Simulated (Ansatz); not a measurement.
# Te3MoPt: one candidate of a structure search, part 1 of 2

Aim: relax a trial structure of Te3MoPt and see where it ends.

Method: DFT PBE, scalar-relativistic, plane waves, PAW, in Ansatz 0.2.0.

**1. The structure to begin with**

It takes space group Cmmm (No. 65, orthorhombic). Conventional cell: a = 7.093 Å, b = 7.189 Å, c = 4.759 Å, α = 90.00°, β = 90.00°, γ = 90.00°. Te (site symmetry 2/m) is surrounded by 2 Pt at 2.52 Å and 4 Mo at 3.47 Å. Te (site symmetry mmm) has 2 Pt at 2.38 Å as nearest neighbours. Around Mo (site symmetry mmm) lie 12 Te at 3.47 to 3.59 Å. Pt (site symmetry mmm) is surrounded by 6 Te at 2.38 to 2.52 Å.

Structure file:

```cif
data_structure
_symmetry_space_group_name_H-M 'Cmmm'
_symmetry_Int_Tables_number 65
_cell_length_a 7.0931
_cell_length_b 7.1894
_cell_length_c 4.7585
_cell_angle_alpha 90.000
_cell_angle_beta 90.000
_cell_angle_gamma 90.000
_cell_volume 242.66
loop_
_atom_site_label
_atom_site_type_symbol
_atom_site_symmetry_multiplicity
_atom_site_Wyckoff_symbol
_atom_site_fract_x
_atom_site_fract_y
_atom_site_fract_z
_atom_site_occupancy
Te1 Te 4 e 0.25000 0.75000 0.00000 1
Te2 Te 2 c 0.50000 0.00000 0.50000 1
Mo1 Mo 2 d 0.00000 0.00000 0.50000 1
Pt1 Pt 2 b 0.50000 0.00000 0.00000 1
```

The cell is invented: species swapped into a database cell of KAgF3 (Cmmm, No. 65), with Mo on the K sites, Pt on the Ag sites and Te on the F sites. Its size is a rough estimate.

**2. Probe: one point on a coarse mesh**

input.yaml

```yaml
crystal:
  lattice:
    - [3.54654799, -3.59470681, 0.0]
    - [3.54654799, 3.59470681, 0.0]
    - [0.0, 0.0, 4.75854342]
  atoms:
    - { symbol: Te, position: [0.5, 0.0, 0.0] }
    - { symbol: Te, position: [0.0, 0.5, 0.0] }
    - { symbol: Te, position: [0.5, 0.5, 0.5] }
    - { symbol: Mo, position: [0.0, 0.0, 0.5] }
    - { symbol: Pt, position: [0.5, 0.5, 0.0] }
basis:
  ecutwfc: 420
kpoints:
  mp_grid: { grid: [4, 4, 4] }
hamiltonian:
  xc: pbe
scf:
  occupations: { method: gaussian, width: 0.1 }
  lower_state_search: "off"
output:
  forces: true
  stress: true
  eigenvalues: true
```

Started as:

```sh
> ansatz run input.yaml --threads 1 --pin off --max-ram 2560MiB --backend cpu --events-out ev --progress --plain --runs-dir out
```

Output, cut to the lines that bear on the results:

```text
[...]
SCF converged after 8 iterations
Free energy (F): -38412.209391 eV
[...]
E sigma→0 (E₀):  -38412.196998 eV
Entropy (-TS):   -0.024785 eV (-4.957 meV/atom)
Fermi energy:    13.600247 eV
[...]
--- Forces (eV/Å), atoms counted from 1 ---
  atom   1  Te     0.00000000     0.00000000     0.00000000
  atom   2  Te     0.00000000    -0.00000000     0.00000000
  atom   3  Te    -0.00000000     0.00000000    -0.00000000
  atom   4  Mo     0.00000000     0.00000000     0.00000000
  atom   5  Pt    -0.00000000     0.00000000    -0.00000000
[...]
--- Stress (GPa, compression-positive) ---
       11.218740       0.000000       0.000000
        0.000000      11.059471      -0.000000
        0.000000      -0.000000      25.399919
  P = ⅓ Tr σ = 15.8927 GPa (158.927 kbar)
--- Band table (eV; the first three rows and the last of 21) ---
[...]
```

Run time: 4.9 s. Hardware: 1 thread of Intel Xeon Platinum 8375C at 2.90GHz (Ice Lake), shared host; peak memory 0.46 GiB.

The probe gives pressure 15.9 GPa, largest force 0.00 eV/Å, gap on this mesh none (metal). A guess like this is first relaxed loosely on the coarse mesh.

**3. A loose first relaxation**

input.yaml, as its differences from that of step 2:

```diff
@@ -24 +24,6 @@
   eigenvalues: true
+relax:
+  adjacent_minimum: "off"
+  f_tol: 0.04
+  max_steps: 70
+  cell: { stress_tol: 0.4 }
```

Started as:

```sh
> ansatz run input.yaml --threads 1 --pin off --max-ram 2560MiB --backend cpu --events-out ev --progress --plain --runs-dir out
```

Output:

```text
Warning: RAYON_NUM_THREADS=1 ignored (pool sized by the plan → 1); use --threads N
Engine: ansatz 0.2.0, x86_64-unknown-linux-gnu
Pseudopotentials: kind: paw
Pseudopotential: Te, paw, valence charge 16, recommended cutoff 420 eV (normal), Te.paw.azcp
Pseudopotential: Mo, paw, valence charge 14, recommended cutoff 420 eV (normal), Mo.paw.azcp
Pseudopotential: Pt, paw, valence charge 18, recommended cutoff 420 eV (normal), Pt.paw.azcp
Functional definition: PBE
  parameter kappa = 0.804
  parameter beta = 0.06672455060314922
  exchange = pbe_x(kappa = kappa, mu = beta*pi^2/3)
  correlation = pbe_c(beta = beta)
Crystal: 5 atoms, lattice volume = 121.331 Å³
Basis set: ecut = 420 eV, 2381 PW (Γ), exchange–correlation on 72×72×64 points (8 copies of the dense FFT grid, shifted against one another)
Bands: 48, of which v1, the nominal top of the filled ones, is band 40 counted from 1 (39 counted from 0)
Symmetry: 8 space group operations
Space group: Cmmm (ITA 65), of the structure as read, at distance tolerance 5.0e-5 Å
k-points: 21 of 64
Non-local potential: Te, projectors of the file, l = 0: 2, l = 1: 2, l = 2: 2, l = 3: 2
Non-local potential: Mo, projectors of the file, l = 0: 3, l = 1: 2, l = 2: 2, l = 3: 1
Non-local potential: Pt, projectors of the file, l = 0: 3, l = 1: 2, l = 2: 2, l = 3: 1
PAW form: soft (Blöchl's): semilocal exchange-correlation on the pseudo side does not see the compensation charge
PAW one-centre angular grid: Te, 590 points (default); XC on 64 Gauss nodes
PAW one-centre angular grid: Mo, 590 points (default); XC on 64 Gauss nodes
PAW one-centre angular grid: Pt, 590 points (default); XC on 64 Gauss nodes
Initial density: superposition of atomic densities (neutral atoms: chi_scale 0, normalization atom), corrected by the library's trained network
Initial wavefunctions: pseudopotential atomic-orbital guess
Functional: x = pbe(κ = 0.804, μ = 0.2195149727645171), c = pbe(β = 0.06672455060314922)
SCF iter   1: F=—  HF=-38412.221303 eV  |F-HF|=—  |Δ(HF+E_count)|=         —  Δρ=9.18e-3  dr2=1.35e-1  ethr=1.77e-3  ⟨swp⟩=7.1  Hψ=3988  notcnv=0
preconditioner: auto → Kerker (q_TF=auto, 2.545 Å⁻¹)  [metal: Δε(μ)=0.097 eV  Ē_g=7.236 eV  σ=0.100 eV  W_gap=0.47  n_scr=30 (ndim 8)  ℏωp=19.7 eV  f_vac=0.000  D(μ)=5.06/eV (n_scr^D=32)]
SCF iter   2: F=—  HF=-38412.213517 eV  |F-HF|=—  |Δ(HF+E_count)|=   7.79e-3  Δρ=4.89e-3  dr2=3.64e-2  ethr=1.69e-4  ⟨swp⟩=1.1  Hψ=1178  notcnv=0
SCF iter   3: F=—  HF=-38412.209608 eV  |F-HF|=—  |Δ(HF+E_count)|=   3.91e-3  Δρ=7.60e-4  dr2=1.35e-3  ethr=4.55e-5  ⟨swp⟩=1.8  Hψ=1014  notcnv=0
SCF iter   4: F=—  HF=-38412.209458 eV  |F-HF|=—  |Δ(HF+E_count)|=   1.50e-4  Δρ=2.43e-4  dr2=5.99e-5  ethr=1.68e-6  ⟨swp⟩=2.0  Hψ=1325  notcnv=0
SCF iter   5: F=—  HF=-38412.209393 eV  |F-HF|=—  |Δ(HF+E_count)|=   6.51e-5  Δρ=1.05e-4  dr2=1.39e-5  ethr=7.49e-8  ⟨swp⟩=2.0  Hψ=1795  notcnv=0
SCF iter   6: F=—  HF=-38412.209391 eV  |F-HF|=—  |Δ(HF+E_count)|=   1.91e-6  Δρ=3.29e-5  dr2=2.07e-6  ethr=1.74e-8  ⟨swp⟩=2.0  Hψ=1297  notcnv=0
SCF iter   7: F=—  HF=-38412.209391 eV  |F-HF|=—  |Δ(HF+E_count)|=   2.53e-7  Δρ=1.02e-5  dr2=1.81e-7  ethr=2.59e-9  ⟨swp⟩=2.0  Hψ=1276  notcnv=0
SCF iter   8: F=-38412.209391 eV  HF=-38412.209391 eV  |F-HF|=3.81e-9  |Δ(HF+E_count)|=   3.17e-8  Δρ=2.70e-6  dr2=1.33e-8  ethr=1.25e-10  ⟨swp⟩=9.6  Hψ=3829  notcnv=0
SCF 1 converged in 8 iterations: F = -38412.209391 eV  dr2 = 1.33e-8
relax step   1: F+E_penalty+E_count = -38412.20939080 eV  Δ(F+E_penalty+E_count) = +0.000e0 eV  max|allowed force component| = 1.835e-28 eV/Å  Δτ_max = 0.0000 Å  P = +15.893 GPa  Ω = 121.331 Å³  (8 SCF iters, dr2 threshold 1.00e-7 eV, accepted)
Crystal: 5 atoms, lattice volume = 133.111 Å³
Basis set: ecut = 420 eV, 2597 PW (Γ), exchange–correlation on 72×72×64 points (8 copies of the dense FFT grid, shifted against one another)
Initial density: handed on by an earlier stage of this run
Initial wavefunctions: those handed on with the density
iter 1 solved again at ethr=1.37e-4 eV; its pass at ethr=3.10e-3 eV (dr2=1.09e-1 eV) is discarded
SCF iter   1: F=—  HF=-38413.060637 eV  |F-HF|=—  |Δ(HF+E_count)|=         —  Δρ=5.84e-3  dr2=1.15e-1  ethr=1.37e-4  ⟨swp⟩=1.7  Hψ=4556  notcnv=0
preconditioner: auto → Kerker (q_TF=auto, 2.506 Å⁻¹)  [metal: Δε(μ)=0.040 eV  Ē_g=6.764 eV  σ=0.100 eV  W_gap=0.21  n_scr=30 (ndim 8)  ℏωp=18.8 eV  f_vac=0.000  D(μ)=5.88/eV (n_scr^D=56)]
SCF iter   2: F=—  HF=-38413.052361 eV  |F-HF|=—  |Δ(HF+E_count)|=   8.28e-3  Δρ=3.19e-3  dr2=3.88e-2  ethr=1.37e-4  ⟨swp⟩=1.0  Hψ=1008  notcnv=0
SCF iter   3: F=—  HF=-38413.048145 eV  |F-HF|=—  |Δ(HF+E_count)|=   4.22e-3  Δρ=9.93e-4  dr2=2.01e-3  ethr=4.85e-5  ⟨swp⟩=2.0  Hψ=1103  notcnv=0
SCF iter   4: F=—  HF=-38413.047815 eV  |F-HF|=—  |Δ(HF+E_count)|=   3.30e-4  Δρ=4.69e-4  dr2=3.82e-4  ethr=2.51e-6  ⟨swp⟩=2.0  Hψ=1437  notcnv=0
SCF iter   5: F=—  HF=-38413.047694 eV  |F-HF|=—  |Δ(HF+E_count)|=   1.21e-4  Δρ=1.48e-4  dr2=4.90e-5  ethr=4.77e-7  ⟨swp⟩=2.4  Hψ=1672  notcnv=0
SCF iter   6: F=—  HF=-38413.047690 eV  |F-HF|=—  |Δ(HF+E_count)|=   4.43e-6  Δρ=6.01e-5  dr2=6.37e-6  ethr=6.13e-8  ⟨swp⟩=2.0  Hψ=1358  notcnv=0
SCF iter   7: F=—  HF=-38413.047689 eV  |F-HF|=—  |Δ(HF+E_count)|=   5.96e-7  Δρ=1.69e-5  dr2=5.71e-7  ethr=7.96e-9  ⟨swp⟩=2.0  Hψ=1739  notcnv=0
SCF iter   8: F=-38413.047690 eV  HF=-38413.047690 eV  |F-HF|=1.37e-8  |Δ(HF+E_count)|=   1.89e-7  Δρ=7.19e-6  dr2=6.63e-8  ethr=6.25e-10  ⟨swp⟩=5.8  Hψ=3710  notcnv=0
SCF 2 converged in 8 iterations: F = -38413.047690 eV  dr2 = 6.63e-8
relax step   2: F+E_penalty+E_count = -38413.04768960 eV  Δ(F+E_penalty+E_count) = -8.383e-1 eV  max|allowed force component| = 1.717e-28 eV/Å  Δτ_max = 0.0000 Å  P = +4.594 GPa  Ω = 133.111 Å³  energy of the carried Pulay correction = -2.755e-3 eV  (8 SCF iters, dr2 threshold 5.00e-7 eV, accepted)
Crystal: 5 atoms, lattice volume = 138.420 Å³
Basis set: ecut = 420 eV, 2705 PW (Γ), exchange–correlation on 72×72×64 points (8 copies of the dense FFT grid, shifted against one another)
iter 1 solved again at ethr=2.01e-5 eV; its pass at ethr=3.10e-3 eV (dr2=1.60e-2 eV) is discarded
SCF iter   1: F=—  HF=-38413.177994 eV  |F-HF|=—  |Δ(HF+E_count)|=         —  Δρ=2.41e-3  dr2=1.72e-2  ethr=2.01e-5  ⟨swp⟩=2.1  Hψ=4797  notcnv=0
preconditioner: auto → Kerker (q_TF=auto, 2.490 Å⁻¹)  [metal: Δε(μ)=0.036 eV  Ē_g=6.514 eV  σ=0.100 eV  W_gap=0.19  n_scr=32 (ndim 8)  ℏωp=18.4 eV  f_vac=0.000  D(μ)=6.36/eV (n_scr^D=56)]
SCF iter   2: F=—  HF=-38413.176466 eV  |F-HF|=—  |Δ(HF+E_count)|=   1.53e-3  Δρ=1.30e-3  dr2=5.64e-3  ethr=2.01e-5  ⟨swp⟩=1.0  Hψ=1008  notcnv=0
SCF iter   3: F=—  HF=-38413.175794 eV  |F-HF|=—  |Δ(HF+E_count)|=   6.72e-4  Δρ=4.31e-4  dr2=3.81e-4  ethr=7.06e-6  ⟨swp⟩=2.0  Hψ=1166  notcnv=0
SCF iter   4: F=—  HF=-38413.175672 eV  |F-HF|=—  |Δ(HF+E_count)|=   1.23e-4  Δρ=2.03e-4  dr2=8.40e-5  ethr=4.77e-7  ⟨swp⟩=2.0  Hψ=1399  notcnv=0
SCF iter   5: F=—  HF=-38413.175656 eV  |F-HF|=—  |Δ(HF+E_count)|=   1.59e-5  Δρ=6.73e-5  dr2=1.14e-5  ethr=1.05e-7  ⟨swp⟩=1.8  Hψ=1136  notcnv=0
SCF iter   6: F=—  HF=-38413.175655 eV  |F-HF|=—  |Δ(HF+E_count)|=   1.11e-6  Δρ=1.98e-5  dr2=7.51e-7  ethr=1.43e-8  ⟨swp⟩=2.0  Hψ=1358  notcnv=0
SCF iter   7: F=-38413.175655 eV  HF=-38413.175655 eV  |F-HF|=4.23e-9  |Δ(HF+E_count)|=   5.39e-8  Δρ=7.00e-6  dr2=9.95e-8  ethr=6.25e-10  ⟨swp⟩=5.8  Hψ=3675  notcnv=0
SCF 3 converged in 7 iterations: F = -38413.175655 eV  dr2 = 9.95e-8
relax step   3: F+E_penalty+E_count = -38413.17565460 eV  Δ(F+E_penalty+E_count) = -1.280e-1 eV  max|allowed force component| = 1.948e-29 eV/Å  Δτ_max = 0.0000 Å  P = +1.103 GPa  Ω = 138.420 Å³  energy of the carried Pulay correction = -3.924e-3 eV  (7 SCF iters, dr2 threshold 5.00e-7 eV, accepted)
Crystal: 5 atoms, lattice volume = 140.537 Å³
Basis set: ecut = 420 eV, 2777 PW (Γ), exchange–correlation on 72×72×64 points (8 copies of the dense FFT grid, shifted against one another)
iter 1 solved again at ethr=4.47e-6 eV; its pass at ethr=3.10e-3 eV (dr2=3.57e-3 eV) is discarded
SCF iter   1: F=—  HF=-38413.193124 eV  |F-HF|=—  |Δ(HF+E_count)|=         —  Δρ=1.43e-3  dr2=3.73e-3  ethr=4.47e-6  ⟨swp⟩=1.9  Hψ=5030  notcnv=0
preconditioner: auto → Kerker (q_TF=auto, 2.484 Å⁻¹)  [metal: Δε(μ)=0.035 eV  Ē_g=6.420 eV  σ=0.100 eV  W_gap=0.19  n_scr=32 (ndim 8)  ℏωp=18.3 eV  f_vac=0.000  D(μ)=6.52/eV (n_scr^D=56)]
SCF iter   2: F=—  HF=-38413.192684 eV  |F-HF|=—  |Δ(HF+E_count)|=   4.40e-4  Δρ=7.77e-4  dr2=1.27e-3  ethr=4.47e-6  ⟨swp⟩=1.0  Hψ=1008  notcnv=0
SCF iter   3: F=—  HF=-38413.192477 eV  |F-HF|=—  |Δ(HF+E_count)|=   2.07e-4  Δρ=3.07e-4  dr2=1.33e-4  ethr=1.58e-6  ⟨swp⟩=2.0  Hψ=1181  notcnv=0
SCF iter   4: F=—  HF=-38413.192371 eV  |F-HF|=—  |Δ(HF+E_count)|=   1.06e-4  Δρ=8.36e-5  dr2=1.77e-5  ethr=1.66e-7  ⟨swp⟩=2.0  Hψ=1405  notcnv=0
SCF iter   5: F=—  HF=-38413.192369 eV  |F-HF|=—  |Δ(HF+E_count)|=   1.80e-6  Δρ=3.01e-5  dr2=2.88e-6  ethr=2.21e-8  ⟨swp⟩=2.0  Hψ=1304  notcnv=0
SCF iter   6: F=-38413.192369 eV  HF=-38413.192369 eV  |F-HF|=1.90e-8  |Δ(HF+E_count)|=   2.39e-7  Δρ=9.10e-6  dr2=1.74e-7  ethr=6.25e-10  ⟨swp⟩=7.1  Hψ=4332  notcnv=0
SCF 4 converged in 6 iterations: F = -38413.192369 eV  dr2 = 1.74e-7
relax step   4: F+E_penalty+E_count = -38413.19236858 eV  Δ(F+E_penalty+E_count) = -1.671e-2 eV  max|allowed force component| = 9.088e-29 eV/Å  Δτ_max = 0.0000 Å  P = -0.094 GPa  Ω = 140.537 Å³  energy of the carried Pulay correction = -4.392e-3 eV  (6 SCF iters, dr2 threshold 5.00e-7 eV, accepted)
Basis set: ecut = 420 eV, 2777 PW (Γ), exchange–correlation on 72×72×72 points (8 copies of the dense FFT grid, shifted against one another)
Initial wavefunctions: pseudopotential atomic-orbital guess (no wavefunctions were taken with the density)
iter 1 solved again at ethr=2.84e-7 eV; its pass at ethr=3.10e-3 eV (dr2=2.27e-4 eV) is discarded
SCF iter   1: F=—  HF=-38413.194824 eV  |F-HF|=—  |Δ(HF+E_count)|=         —  Δρ=4.69e-4  dr2=1.07e-5  ethr=2.84e-7  ⟨swp⟩=3.6  Hψ=6300  notcnv=0
preconditioner: auto → Kerker (q_TF=auto, 2.484 Å⁻¹)  [metal: Δε(μ)=0.041 eV  Ē_g=6.413 eV  σ=0.100 eV  W_gap=0.22  n_scr=32 (ndim 8)  ℏωp=18.3 eV  f_vac=0.000  D(μ)=6.53/eV (n_scr^D=56)]
SCF iter   2: F=—  HF=-38413.196346 eV  |F-HF|=—  |Δ(HF+E_count)|=   1.52e-3  Δρ=2.39e-4  dr2=2.87e-6  ethr=1.34e-8  ⟨swp⟩=3.0  Hψ=2016  notcnv=0
SCF iter   3: F=—  HF=-38413.196889 eV  |F-HF|=—  |Δ(HF+E_count)|=   5.43e-4  Δρ=2.02e-5  dr2=5.90e-8  ethr=3.58e-9  ⟨swp⟩=2.0  Hψ=1374  notcnv=0
SCF iter   4: F=—  HF=-38413.196892 eV  |F-HF|=—  |Δ(HF+E_count)|=   3.19e-6  Δρ=2.63e-6  dr2=9.84e-9  ethr=7.38e-11  ⟨swp⟩=2.0  Hψ=1479  notcnv=0
iter 5 did not close the SCF: its close was put off for the readings that it lacked (scf_convergence_deferred on its scf_iter line)
SCF iter   5: F=-38413.196892 eV  HF=-38413.196892 eV  |F-HF|=5.75e-10  |Δ(HF+E_count)|=   1.49e-8  Δρ=9.29e-7  dr2=1.84e-9  ethr=1.23e-11  ⟨swp⟩=2.2  Hψ=1284  notcnv=0
SCF iter   6: F=-38413.196892 eV  HF=-38413.196892 eV  |F-HF|=2.55e-10  |Δ(HF+E_count)|=  1.02e-10  Δρ=7.42e-7  dr2=6.38e-10  ethr=2.29e-12  ⟨swp⟩=3.1  Hψ=3590  notcnv=0
SCF 5 converged in 6 iterations: F = -38413.196892 eV  dr2 = 6.38e-10
relax step   5: F+E_penalty+E_count = -38413.19689231 eV  Δ(F+E_penalty+E_count) = -4.524e-3 eV  max|allowed force component| = 9.088e-29 eV/Å  Δτ_max = 0.0000 Å  P = -0.070 GPa  Ω = 140.537 Å³  stress off target by 3.22e-1 GPa  SCF on the basis re-selected at this cell (its energy is not comparable with the rows above)  (6 SCF iters)
basis re-selected at this cell: Δ(F+E_penalty+E_count) = -4.524e-3 eV, ΔP = +0.024 GPa vs the last step (what re-selecting the basis moved, of the pressure what is left beyond the Pulay correction that the steps carried, after the strain that the cell walked since its last selection, with what the two solves' SCF thresholds leave and, on support functions, any second-order correction that the steps lacked; it is no measure of the basis error at this ecutwfc). The dense FFT grid was sized anew with the basis: this SCF ran on 36×36×36 points, the steps before it on 36×36×32, so part of this shift can come from that change (see relax.cell in the input reference). This SCF's stress stands 3.22e-1 GPa from its target on what of the cell is left free (relax.cell.stress_tol is 4.00e-1 GPa) and its largest allowed force component is 9.09e-29 eV/Å (relax.f_tol is 4.00e-2 eV/Å): within both
SCF converged after 6 iterations
Free energy (F): -38413.196892 eV
Harris-Foulkes:  -38413.196892 eV  (|F-HF|=2.55e-10)
Internal energy: -38413.164237 eV  (E = F + TS)
E sigma→0 (E₀):  -38413.180565 eV
Entropy (-TS):   -0.032655 eV (-6.531 meV/atom)
Fermi energy:    10.981712 eV
--- Per-component energies (eV) ---
  E_band       = -1234.696657
  E_kinetic    = 1618.203964
  E_local      = -7778.292697  (includes V_loc(G=0)·N_el)
  E_nonlocal   = -582.968388
  E_hartree    = 3960.542408
  E_xc         = -812.686395
  E_vxc        = -836.858728  (∫ρ·V_xc dr)
  E_paw        = -26644.736257  (= ΣΔE_a)
  E_vpaw       = -1575.865238  (= ΣTr[D̂ρ^β])
  E_aug_tail   = -0.000277  (compensation charges beyond the density's cutoff)
  E_ewald      = -8173.226596
  E_smearing   = -0.032655  (= −TS)
  E_closure    = -0.000000  (closes the sum)
  Σ components = -38413.196892   (vs F -38413.196892, Δ=0.00e0)
--- Forces (eV/Å), atoms counted from 1 ---
  atom   1  Te     0.00000000    -0.00000000     0.00000000
  atom   2  Te    -0.00000000     0.00000000     0.00000000
  atom   3  Te    -0.00000000     0.00000000     0.00000000
  atom   4  Mo     0.00000000    -0.00000000     0.00000000
  atom   5  Pt     0.00000000     0.00000000     0.00000000
  max |Σ_I F_I| component: 5.05e-29 eV/Å
--- Stress (GPa, compression-positive) ---
        0.076451      -0.000000       0.000000
       -0.000000       0.036475       0.000000
        0.000000       0.000000      -0.322468
  P = ⅓ Tr σ = -0.0698 GPa (-0.698 kbar)
--- Band table (eV; the first three rows and the last of 21) ---
  k-point 0: bands = ["-87.7990", "-50.1412", "-42.1111", "-42.1063", "-42.1034", "-26.2230", "-26.2166", "-26.2135", "-26.1792", "-26.1775", "-26.1773", "-26.1598", "-26.1582", "-26.1581", "-26.0917", "-26.0891", "-26.0845", "-26.0845", "-26.0808", "-26.0798", "-24.1875", "-24.1854", "-24.1846", "-2.1037", "-0.0312", "-0.0247", "6.3722", "6.3738", "6.3946", "7.1153", "7.1210", "7.1264", "8.4541", "8.4654", "9.9191", "9.9355", "9.9548", "10.0176", "10.7216", "10.7277", "10.7329", "10.7517", "10.7526", "10.7543", "10.7562", "10.7670", "13.4169", "16.8462"]
  k-point 1: bands = ["-87.7990", "-50.1412", "-42.1111", "-42.1063", "-42.1044", "-26.2220", "-26.2166", "-26.2095", "-26.1791", "-26.1747", "-26.1745", "-26.1608", "-26.1607", "-26.1598", "-26.0917", "-26.0879", "-26.0846", "-26.0845", "-26.0819", "-26.0799", "-24.1874", "-24.1856", "-24.1845", "-1.8714", "-0.1446", "-0.0113", "5.3278", "6.3883", "6.4033", "6.9742", "6.9895", "7.1249", "8.3371", "8.4782", "9.1309", "9.8440", "9.8776", "10.0536", "10.5284", "10.5447", "10.7377", "10.8051", "11.4242", "11.4439", "11.5044", "11.5593", "15.2082", "16.1692"]
  k-point 2: bands = ["-87.7990", "-50.1412", "-42.1111", "-42.1063", "-42.1054", "-26.2215", "-26.2166", "-26.2050", "-26.1791", "-26.1695", "-26.1694", "-26.1657", "-26.1655", "-26.1598", "-26.0916", "-26.0858", "-26.0846", "-26.0846", "-26.0841", "-26.0799", "-24.1873", "-24.1857", "-24.1844", "-1.5541", "-0.3560", "0.0088", "4.6608", "6.4278", "6.4305", "6.8070", "6.8363", "7.1347", "7.8991", "8.5575", "8.6217", "9.9629", "9.9669", "10.0220", "10.2832", "10.2914", "10.7219", "10.9159", "11.9016", "11.9865", "12.0043", "13.7810", "14.4452", "16.3437"]
  k-point 20: bands = ["-87.7990", "-50.1412", "-42.1133", "-42.1084", "-42.1055", "-26.2087", "-26.2086", "-26.2051", "-26.1701", "-26.1697", "-26.1692", "-26.1680", "-26.1656", "-26.1654", "-26.0882", "-26.0881", "-26.0867", "-26.0835", "-26.0831", "-26.0793", "-24.1878", "-24.1857", "-24.1849", "-0.1963", "-0.1746", "-0.1718", "3.1464", "5.0221", "5.0447", "5.4636", "5.4764", "5.4875", "9.2391", "9.2457", "9.2469", "10.6750", "10.9315", "10.9320", "10.9347", "10.9866", "10.9907", "11.8177", "11.8197", "11.8370", "15.4079", "15.4626", "16.3504", "16.3936"]
--- Relaxed structure (4 steps of the walk, 4 accepted, 1 SCFs on fresh bases) ---
  F+E_penalty+E_count = -38413.19689231 eV   max|allowed force component| = 9.088e-29 eV/Å   (the final SCF, on the basis selected at the relaxed cell)
  cell:  # Å, volume = 140.5369 Å³
    - [3.6641045842375406, -3.681114824987039, -2.212505853334061e-33]
    - [3.6641045842375406, 3.681114824987039, -6.617615586814075e-33]
    - [-2.961921437642997e-33, -2.915662812654987e-33, 5.209704915337809]
  atoms:
    - { symbol: Te, position: [0.4999999999999999, 2.7755575615628914e-17, -2.771774824640448e-34] }
    - { symbol: Te, position: [2.7755575615628914e-17, 0.4999999999999999, -2.77493678542603e-34] }
    - { symbol: Te, position: [0.49999999999999994, 0.49999999999999994, 0.4999999999999999] }
    - { symbol: Mo, position: [1.9976337396847957e-35, 6.283780112522885e-35, 0.4999999999999999] }
    - { symbol: Pt, position: [0.49999999999999994, 0.49999999999999994, 4.665156943046449e-34] }
```

Run time: 30 s. Hardware: 1 thread of Intel Xeon Platinum 8375C at 2.90GHz (Ice Lake), shared host; peak memory 0.49 GiB.

Step by step:

```csv
step,E - E(step 1) (eV/cell),largest force component (eV/Å),pressure (GPa),volume (Å³)
1,0.0000,0.0000,15.89,121.33
2,-0.8383,0.0000,4.59,133.11
3,-0.9663,0.0000,1.10,138.42
4,-0.9830,0.0000,-0.09,140.54
5,-0.9875,0.0000,-0.07,140.54
```

Step 1 is the start. Step 5 repeats the geometry before it on a plane-wave basis chosen anew for that cell, so its energy need not be comparable with the rows above.

Lengths and angles in the start's conventional setting:

|  | before | after | change |
| --- | --- | --- | --- |
| a (Å) | 7.093 | 7.328 | +3.3 % |
| b (Å) | 7.189 | 7.362 | +2.4 % |
| c (Å) | 4.759 | 5.210 | +9.5 % |
| volume (Å³/atom) | 24.27 | 28.11 | +15.8 % |
| shortest distance (Å) | 2.379 | 2.597 | +9.1 % |
| space group (0.01 Å) | Cmmm | Cmmm | same |

Forces and stress were held to the start's 8 operations: a distortion of lower symmetry was not tested.

(Continued in part 2 of 2.)
